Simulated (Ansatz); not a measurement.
**SiBr+ (singlet): one geometry, many settings**

The task here is to estimate one member of a computed series from the others.

Computed with Ansatz 0.2.0, Gaussian basis. Level: the settings change from run to run.

11 further runs of the same task are left out: 2 for a known fault of the program, 3 that didn't finish, 6 set aside as unsound or not needed. Runs told in other sessions of the task aren't counted.

## The system

The geometry is a PBE0/def2-TZVP stationary point (not a proven minimum) of the parent state, kept for this charge and spin. No spin-orbit coupling is included. The filled d shell of Br may be among the frozen orbitals whatever the setting's name suggests.

2 atoms, charge 1, spin multiplicity 1.

Atoms are counted from 1 here; the program's logs count them from 0.

Bond lengths: Si1–Br2 2.144 Å.

Set-up of the first run:

Contents of in.yaml:

```yaml
crystal:
  periodic: [false, false, false]
  atoms:
    - {symbol: Si, position_ang: [0.000000, 0.000000, 0.000000]}
    - {symbol: Br, position_ang: [0.000000, 0.000000, 2.143900]}
basis:
  gaussian: {orbitals: cc-pVDZ}
total_charge: 1
correlation: {active_space: {ras: {orbitals: [5, 0, 21], electrons: 10, max_holes: 2, max_particles: 2}, fixed_orbitals: true}}
scf: {lower_state_search: off}
```

Started as:

```
ansatz run in.yaml --threads 1 --pin off --events-out ev --progress --plain --max-ram 2393MiB
```

Steps of the session up to this table: CISD/cc-pVDZ; CCSD(T) on RHF/6-31G; CCSDT(Q)/B on RHF/cc-pVDZ; BCCD(T) on UHF/cc-pVDZ; BCCD on UHF/cc-pVDZ.

One of the session's tables, all rows but one given; the rest of the session is left out.

| level | from RCCSDTQ (meV) |
| --- | --- |
| CISD/cc-pVDZ | ? |
| CCSD(T) on RHF/6-31G |  |
| CCSDT(Q)/B on RHF/cc-pVDZ | 3.7 |
| BCCD(T) on UHF/cc-pVDZ | 39.4 |
| BCCD on UHF/cc-pVDZ | 268.6 |

Estimate the missing values for CISD/cc-pVDZ.

**Answer.** from RCCSDTQ (meV): 646.7.

Caveats from the session: Where basis and cores are those of an earlier RCCSDTQ/cc-pVDZ run (-77858.6995 eV), and the records show the same count of frozen orbitals and kind of state, the miss against it is given; a blank cell means that this couldn't be shown.
